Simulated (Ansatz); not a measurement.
**Alloy of AlN and SiC (33 of 48 Al sites, 33 of 48 N sites exchanged), 96 atoms**

How does this alloy cell relax, and what gap do PBEsol and HSE06 give?

Program: Ansatz 0.2.0, PAW, plane waves. These are calculated values, not measurements.

## Step 1: Starting point

96 atoms (15 Al, 33 Si, 33 C, 15 N); a = 9.263 Å, b = 10.696 Å, c = 10.055 Å, α = 90.00°, β = 90.00°, γ = 90.00°. All atoms were shaken off their sites by about 0.02 Å along each axis.

Plan of the steps: (2) PBEsol cell relaxation at the single k point (¼, ¼, ¼), on 7 threads of Arm Neoverse-V2; (3) HSE06 single point at the Γ point alone, on 7 threads of Arm Neoverse-V2.

## Step 2: PBEsol relaxation of the cell and the positions

File in.yaml:

```yaml
crystal:
  lattice:
    - [9.263204, 0.000000, 0.000000]
    - [0.000000, 10.696227, 0.000000]
    - [0.000000, 0.000000, 10.055434]
  atoms:
    - { symbol: Al, position: [0.167044, 0.085187, 0.247775] }
    - { symbol: Al, position: [0.165246, 0.082057, 0.749175] }
    - { symbol: Al, position: [0.502330, 0.082741, 0.754394] }
    - { symbol: Al, position: [0.333903, 0.331561, 0.252073] }
    - { symbol: Al, position: [0.999896, 0.833377, 0.751855] }
    - { symbol: Al, position: [0.503063, 0.582128, 0.748721] }
    - { symbol: Al, position: [0.667207, 0.833418, 0.750532] }
    - { symbol: Al, position: [0.334694, 0.168103, 0.500760] }
    - { symbol: Al, position: [0.996441, 0.665763, 0.495459] }
    - { symbol: Al, position: [0.998208, 0.665394, 0.999228] }
    - { symbol: Al, position: [0.166476, 0.915283, 0.996390] }
    - { symbol: Al, position: [0.833244, 0.415722, 0.998722] }
    - { symbol: Al, position: [0.500287, 0.916384, 0.499549] }
    - { symbol: Al, position: [0.499561, 0.917067, 0.002007] }
    - { symbol: Al, position: [0.833083, 0.914712, 0.502211] }
    - { symbol: Si, position: [0.000239, 0.334362, 0.251761] }
    - { symbol: Si, position: [0.002979, 0.330807, 0.750163] }
    - { symbol: Si, position: [0.498668, 0.081388, 0.248642] }
    - { symbol: Si, position: [0.334652, 0.332217, 0.750682] }
    - { symbol: Si, position: [0.164316, 0.582803, 0.248998] }
    - { symbol: Si, position: [0.167128, 0.584736, 0.748829] }
    - { symbol: Si, position: [0.000808, 0.829543, 0.249225] }
    - { symbol: Si, position: [0.833439, 0.081853, 0.251099] }
    - { symbol: Si, position: [0.831823, 0.082359, 0.750613] }
    - { symbol: Si, position: [0.660511, 0.334116, 0.251103] }
    - { symbol: Si, position: [0.664098, 0.337369, 0.751307] }
    - { symbol: Si, position: [0.500585, 0.583264, 0.250071] }
    - { symbol: Si, position: [0.333199, 0.834605, 0.245606] }
    - { symbol: Si, position: [0.331957, 0.834605, 0.749041] }
    - { symbol: Si, position: [0.832722, 0.585076, 0.250679] }
    - { symbol: Si, position: [0.832912, 0.584679, 0.748006] }
    - { symbol: Si, position: [0.667747, 0.833845, 0.249671] }
    - { symbol: Si, position: [0.006989, 0.169787, 0.499395] }
    - { symbol: Si, position: [0.003649, 0.165614, 0.999154] }
    - { symbol: Si, position: [0.334721, 0.168449, 0.998852] }
    - { symbol: Si, position: [0.165595, 0.416806, 0.502827] }
    - { symbol: Si, position: [0.165277, 0.415105, 0.002305] }
    - { symbol: Si, position: [0.664522, 0.167687, 0.498500] }
    - { symbol: Si, position: [0.668407, 0.167443, 0.000415] }
    - { symbol: Si, position: [0.497325, 0.417109, 0.496725] }
    - { symbol: Si, position: [0.499394, 0.414325, 0.998876] }
    - { symbol: Si, position: [0.333934, 0.665768, 0.500562] }
    - { symbol: Si, position: [0.336770, 0.668418, 0.000399] }
    - { symbol: Si, position: [0.167114, 0.919939, 0.501379] }
    - { symbol: Si, position: [0.828868, 0.418814, 0.498281] }
    - { symbol: Si, position: [0.667787, 0.669217, 0.498629] }
    - { symbol: Si, position: [0.663953, 0.669186, 0.998532] }
    - { symbol: Si, position: [0.832680, 0.916164, 0.995583] }
    - { symbol: C, position: [0.996552, 0.167512, 0.189916] }
    - { symbol: C, position: [0.999791, 0.168189, 0.687894] }
    - { symbol: C, position: [0.334301, 0.166996, 0.190339] }
    - { symbol: C, position: [0.334974, 0.166174, 0.688676] }
    - { symbol: C, position: [0.001111, 0.665194, 0.188383] }
    - { symbol: C, position: [0.001821, 0.664899, 0.691998] }
    - { symbol: C, position: [0.664707, 0.168231, 0.191209] }
    - { symbol: C, position: [0.662067, 0.165853, 0.690968] }
    - { symbol: C, position: [0.497399, 0.414329, 0.190191] }
    - { symbol: C, position: [0.501009, 0.417150, 0.686260] }
    - { symbol: C, position: [0.334610, 0.664283, 0.187999] }
    - { symbol: C, position: [0.332751, 0.666490, 0.684537] }
    - { symbol: C, position: [0.167841, 0.918106, 0.182859] }
    - { symbol: C, position: [0.170102, 0.917423, 0.688328] }
    - { symbol: C, position: [0.836416, 0.416656, 0.191661] }
    - { symbol: C, position: [0.835617, 0.419300, 0.694385] }
    - { symbol: C, position: [0.667260, 0.664840, 0.186311] }
    - { symbol: C, position: [0.667613, 0.665526, 0.691871] }
    - { symbol: C, position: [0.503818, 0.916485, 0.689412] }
    - { symbol: C, position: [0.165796, 0.080716, 0.435413] }
    - { symbol: C, position: [0.169312, 0.081058, 0.941271] }
    - { symbol: C, position: [0.997636, 0.331372, 0.437282] }
    - { symbol: C, position: [0.999875, 0.333513, 0.939815] }
    - { symbol: C, position: [0.498550, 0.083452, 0.436711] }
    - { symbol: C, position: [0.333769, 0.332455, 0.439709] }
    - { symbol: C, position: [0.163911, 0.582766, 0.939522] }
    - { symbol: C, position: [0.001630, 0.833512, 0.439252] }
    - { symbol: C, position: [0.998280, 0.832963, 0.935495] }
    - { symbol: C, position: [0.833479, 0.081785, 0.938827] }
    - { symbol: C, position: [0.666954, 0.333852, 0.434000] }
    - { symbol: C, position: [0.833161, 0.582976, 0.441403] }
    - { symbol: C, position: [0.667508, 0.834091, 0.439975] }
    - { symbol: C, position: [0.668034, 0.834554, 0.938734] }
    - { symbol: N, position: [0.169671, 0.417723, 0.189723] }
    - { symbol: N, position: [0.164973, 0.411843, 0.688343] }
    - { symbol: N, position: [0.503676, 0.917393, 0.188652] }
    - { symbol: N, position: [0.831848, 0.916315, 0.189853] }
    - { symbol: N, position: [0.832399, 0.919693, 0.690252] }
    - { symbol: N, position: [0.502210, 0.084921, 0.938604] }
    - { symbol: N, position: [0.331757, 0.332911, 0.936450] }
    - { symbol: N, position: [0.166927, 0.584396, 0.440815] }
    - { symbol: N, position: [0.833251, 0.084269, 0.438808] }
    - { symbol: N, position: [0.667251, 0.334474, 0.938817] }
    - { symbol: N, position: [0.504726, 0.585115, 0.438851] }
    - { symbol: N, position: [0.505887, 0.586590, 0.938085] }
    - { symbol: N, position: [0.334595, 0.834222, 0.440129] }
    - { symbol: N, position: [0.330765, 0.834088, 0.939628] }
    - { symbol: N, position: [0.834000, 0.582179, 0.936590] }
  symmetry: { detect: false }
kpoints:
  mp_grid: { grid: [1, 1, 1], shift: [0.25, 0.25, 0.25] }
hamiltonian:
  xc: pbesol
scf:
  occupations: { method: fermi_dirac, width: 0.01 }
relax:
  f_tol: 0.03
  max_steps: 80
  escape_saddle: false
  adjacent_minimum: "off"
  cell: { fix: [alpha, beta, gamma] }
output:
  forces: true
  eigenvalues: true
  populations: true
```

The runs that follow: Single point with HSE06.

**Question.** What will these runs give? Wanted: for each run, top filled to lowest empty.

The runs gave:

```
             level                   time   k points  top filled to lowest empty (eV)
PBEsol, relaxation   77 s (7 CPU threads)  (¼, ¼, ¼)                             2.36
             HSE06  4 min (7 CPU threads)          Γ                             3.07
```

```
     quantity                                                                        value
   relaxation                                             6 recorded steps, 9.25 eV gained
largest shift                                                                 0.19 Å (N95)
 relaxed cell  a = 9.295 Å, b = 10.735 Å, c = 10.061 Å, α = 90.00°, β = 90.00°, γ = 90.00°
   mean bonds                             Al–C 1.962, Al–N 1.985, C–Si 1.854, N–Si 1.882 Å
```

**What this shows.** Relaxation gains 9.25 eV, with shifts up to 0.19 Å (N95), while the volume changes by +0.8 %. The mean lengths of the listed bonds run from C–Si 1.85 Å to Al–N 1.98 Å. The relaxation ran on other k points, so part of any difference from the later rows can come from the mesh. With one k point the spacing samples only the states that fold onto it, so it can exceed the gap over the zone.
